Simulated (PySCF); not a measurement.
Runs of PySCF 2.14.0 on NBSH4. The cell holds a molecule in a box, 7 atoms: a = 13.000 Å, b = 12.000 Å, c = 12.000 Å, α = 90.00°, β = 90.00°, γ = 90.00°. 

```csv
task,level,conv_tol,grid for exchange and correlation,frozen core bands,exxdiv,three-body dispersion term,gap on the mesh (eV)
atomic charges,SVWN5,1e-07 Ha,"Becke, atom-centred",-,-,-,(a)
MP2 correlation energy,HF,1e-08 Ha,-,7,ewald,-,15.23
atomic charges,LC-wPBE+D3(BJ),1e-07 Ha,"Becke, atom-centred",-,ewald,no,13.68
atomic charges,revPBE+D3(BJ),1e-07 Ha,"Becke, atom-centred",-,-,no,6.18
```

Alike in all rows: potentials or basis pob-tzvp-rev2 (all-electron); no spin polarisation; cell as given; k mesh 1 × 1 × 1; smearing fixed.

**Question.** Estimate the missing entries.

**Answer.** (a) 6.01.

Caveats: this is a molecule in a periodic box at the Γ point, so its band gap is the HOMO-LUMO gap; the basis of atomic orbitals isn't converged, which shifts pressures, moduli and gaps; the basis is small and the box finite, so much correlation energy is missing and levels can be off by tenths of an eV (some runs).

Runs at the PBE level aren't shown here.
